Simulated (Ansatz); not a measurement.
# PBE/cc-pVDZ run of CH2FNOSi (SMILES O=C=N[SiH2]F)

What is the vertical ionisation energy of CH2FNOSi at PBE/cc-pVDZ? 

The calculation is run with Ansatz 0.2.0.

153 further runs of the same task are left out: 153 set aside as unsound or not needed.

## Step 1: Starting point

CH2FNOSi: 7 atoms, total charge 0, spin state singlet. As SMILES, `O=C=N[SiH2]F`. The shape is that of a PBE0-D4/def2-TZVP optimisation. This is one conformer, not always the lowest.

Bond lengths: O1–C2 1.162 Å, C2–N3 1.195 Å, N3–Si4 1.694 Å, Si4–F5 1.591 Å, Si4–H6 1.475 Å, Si4–H7 1.475 Å. Angles: O1–C2–N3 178.4°, C2–N3–Si4 166.0°, N3–Si4–F5 109.2°, N3–Si4–H6 109.0°, N3–Si4–H7 109.0°, F5–Si4–H6 108.2°, F5–Si4–H7 108.2°, H6–Si4–H7 113.2°.

## Step 2: The energy at PBE/cc-pVDZ

Input file input.yaml:

```yaml
crystal:
  periodic: [false, false, false]
  atoms:
    - {symbol: O, position_ang: [-0.573800, -2.908000, -0.552000]}
    - {symbol: C, position_ang: [-0.306900, -1.816900, -0.256100]}
    - {symbol: "N", position_ang: [-0.019000, -0.706200, 0.076100]}
    - {symbol: Si, position_ang: [0.212100, 0.968300, 0.188900]}
    - {symbol: F, position_ang: [-0.420200, 1.671000, -1.091000]}
    - {symbol: H, position_ang: [-0.490300, 1.470300, 1.384800]}
    - {symbol: H, position_ang: [1.659300, 1.253600, 0.203700]}
basis:
  gaussian:
    orbitals: cc-pVDZ
hamiltonian:
  xc: pbe
accuracy: high
output: {orbitals: {seedname: orbitals}}
```

Command:

```bash
$ ansatz run input.yaml --threads 1 --pin off --max-ram 3480MiB --events-out events.jsonl --progress --plain --runs-dir runs
```

Log:

```text
Warning: RAYON_NUM_THREADS=1 ignored (pool sized by the plan → 1); use --threads N
Functional definition: PBE
  name "PBE"
  parameter kappa = 0.804
  parameter beta = 0.06672455060314922
  exchange = pbe_x(kappa = kappa, mu = beta*pi^2/3)
  correlation = pbe_c(beta = beta)
1809 factors; integrals over basis functions are off by at most 3.6e-9 eV
mean field evaluation 1: about -15184.8918 eV, gradient 6.2e1 eV
mean field evaluation 2: about -15171.9760 eV, gradient 1.0e2 eV
mean field evaluation 4: about -15191.4798 eV, gradient 1.2e1 eV
mean field evaluation 8: about -15191.7461 eV, gradient 5.5e-1 eV
mean field evaluation 16: about -15191.7471 eV, gradient 3.6e-5 eV
mean field -15191.74714996 eV, -558.2864104250 hartree, gradient 2.4e-8 eV, S^2 0.000000; 0 other end points of the search recorded, 0 dependent functions left out
reference -15191.74715292 eV, -558.2864105338 hartree; 23, 23 occupied and 61, 61 virtual orbitals, 1809 factors
Total energy: -15191.74715292 eV, -558.2864105338 hartree
```

It took 5.7 s on 1 thread of Arm Neoverse V1, shared host; peak memory 0.2 GiB.

## Step 3: The doublet cation, same level

Changes to input.yaml since step 2:

```diff
@@ -5,3 +5,3 @@
     - {symbol: C, position_ang: [-0.306900, -1.816900, -0.256100]}
-    - {symbol: "N", position_ang: [-0.019000, -0.706200, 0.076100]}
+    - {symbol: N, position_ang: [-0.019000, -0.706200, 0.076100]}
     - {symbol: Si, position_ang: [0.212100, 0.968300, 0.188900]}
@@ -13,2 +13,6 @@
     orbitals: cc-pVDZ
+total_charge: 1
+magnetization:
+  spin_polarized: true
+  initial_magnetization: 1
 hamiltonian:
```

Command:

```bash
$ ansatz run input.yaml --threads 1 --pin off --max-ram 3480MiB --events-out events.jsonl --progress --plain --runs-dir runs
```

Log, cut to the lines that bear on the results:

```text
Warning: RAYON_NUM_THREADS=1 ignored (pool sized by the plan → 1); use --threads N
[... 6 set-up lines as earlier in the session ...]
1808 factors; integrals over basis functions are off by at most 3.6e-9 eV
mean field evaluation 1: about -15163.8615 eV, gradient 6.6e1 eV
mean field evaluation 2: about -15048.4784 eV, gradient 1.6e2 eV
mean field evaluation 4: about -15169.6416 eV, gradient 4.8e1 eV
mean field evaluation 8: about -15181.1958 eV, gradient 1.1e0 eV
mean field evaluation 16: about -15181.1994 eV, gradient 6.8e-4 eV
mean field evaluation 32: about -15181.0717 eV, gradient 1.3e0 eV
mean field -15181.19937901 eV, -557.8987869921 hartree, gradient 7.4e-8 eV, S^2 0.754550; 5 other end points of the search recorded, 0 dependent functions left out
reference -15181.19938203 eV, -557.8987871032 hartree; 23, 22 occupied and 61, 62 virtual orbitals, 1808 factors
Total energy: -15181.19938203 eV, -557.8987871032 hartree
```

Run time: 12 s. Hardware: 1 thread of Arm Neoverse V1, shared host; peak memory 0.26 GiB.

## Step 4: Results

At PBE/cc-pVDZ:

```
                                          quantity          value
                    singlet CH2FNOSi: total energy  -558.28641 Eh
                     singlet CH2FNOSi: HOMO energy       -7.26 eV
                     singlet CH2FNOSi: LUMO energy       -0.88 eV
                   singlet CH2FNOSi: HOMO–LUMO gap        6.38 eV
                      doublet cation: total energy  -557.89879 Eh
doublet cation: HOMO energy (highest over α and β)      -14.41 eV
 doublet cation: LUMO energy (lowest over α and β)      -13.77 eV
                              doublet cation: ⟨S²⟩          0.755
vertical ionisation energy (to the doublet cation)      10.548 eV
```

What this shows: Removing an electron at fixed nuclei costs 10.55 eV (1018 kJ/mol). −ε(HOMO) before ionisation, 7.26 eV, is 3.29 eV below this ionisation energy.
